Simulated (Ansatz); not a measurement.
# C3H8SSi: the cost of one run

All numbers are computed with the Python package of Ansatz 0.2.0. Level of theory: B3LYP/cc-pVDZ.

## 1. The structure

Bond lengths: C1–C2 1.283 Å, C2–S3 1.698 Å, S3–C4 1.880 Å, C4–Si5 1.810 Å, C1–H6 1.094 Å, C1–H7 1.114 Å, C2–H8 1.088 Å, C4–H9 1.068 Å, C4–H10 1.117 Å, Si5–H11 1.512 Å, Si5–H12 1.471 Å, Si5–H13 1.540 Å. Angles (14 of 19 angles, heavy atoms first): C1–C2–S3 119.3°, C2–S3–C4 104.2°, S3–C4–Si5 111.1°, C1–C2–H8 122.6°, S3–C2–H8 118.1°, C2–C1–H6 126.9°, C2–C1–H7 120.2°, S3–C4–H9 105.0°, S3–C4–H10 103.9°, Si5–C4–H9 114.6°, Si5–C4–H10 113.0°, C4–Si5–H11 109.8°, C4–Si5–H12 109.4°, C4–Si5–H13 112.5°.

No structure file is read: the coordinates are typed or built in the script.

## 2. The code

Input file energy_c3h8ssi.py:

```python
"""Single point of C3H8SSi in a Gaussian basis."""

import ansatz as az

BASIS = "cc-pVDZ"
FUNCTIONAL = "b3lyp"

geometry_ang = [
    ("C", (-2.6009, 0.3321, 0.8793)),
    ("C", (-1.542, -0.1309, 0.3219)),
    ("S", (-0.1451, -0.3649, 1.2584)),
    ("C", (1.155, -0.913, 0.0163)),
    ("Si", (1.9349, 0.513, -0.7812)),
    ("H", (-2.7028, 0.6727, 1.9141)),
    ("H", (-3.5148, 0.5252, 0.2715)),
    ("H", (-1.4967, -0.3777, -0.7371)),
    ("H", (1.824, -1.5326, 0.5722)),
    ("H", (0.5885, -1.5567, -0.699)),
    ("H", (2.6402, 1.3576, 0.2555)),
    ("H", (2.9589, 0.0433, -1.7273)),
    ("H", (0.9213, 1.3974, -1.53)),
]
geometry = az.Crystal.molecule()
for symbol, xyz in geometry_ang:
    geometry = geometry.atom(symbol, xyz)

calc = (
    geometry.calculation()
    .basis(gaussian=BASIS)
    .functional(FUNCTIONAL)
)
print(calc.to_yaml())
trace = []
result = calc.session().plan().execute(on_event=trace.append)
r = result.report
for event in trace:
    if event["event"] == "mean_field_evaluation" and event["data"]["evaluation"] <= 25:
        print("pass {evaluation:3d}  E = {energy_ev:.6f} eV  gradient {gradient_ev:.1e}".format(**event["data"]))

print("reference energy %16.6f eV" % r["reference_energy_ev"])
print("total energy     %16.6f eV" % r["free_energy_ev"])
print("occupied (up, down):", r["n_occupied"], " virtual:", r["n_virtual"], " frozen:", r["n_frozen"])

field = r["mean_field"]
print("<S^2> =", round(abs(field["state"]["spin_squared"]), 4), " relativity:", field["relativity"])
print("passes:", field["passes"])
if "symmetry" in field:
    print("occupied orbitals by irrep:", field["symmetry"]["occupied"])
```

## 3. The run

The run is started by

```
$ python energy_c3h8ssi.py
```

**Question.** How long does this script take on 1 thread of Arm Neoverse N1, shared host, and how much memory does it need?

About 9 s, with a peak of 0.31 GiB.
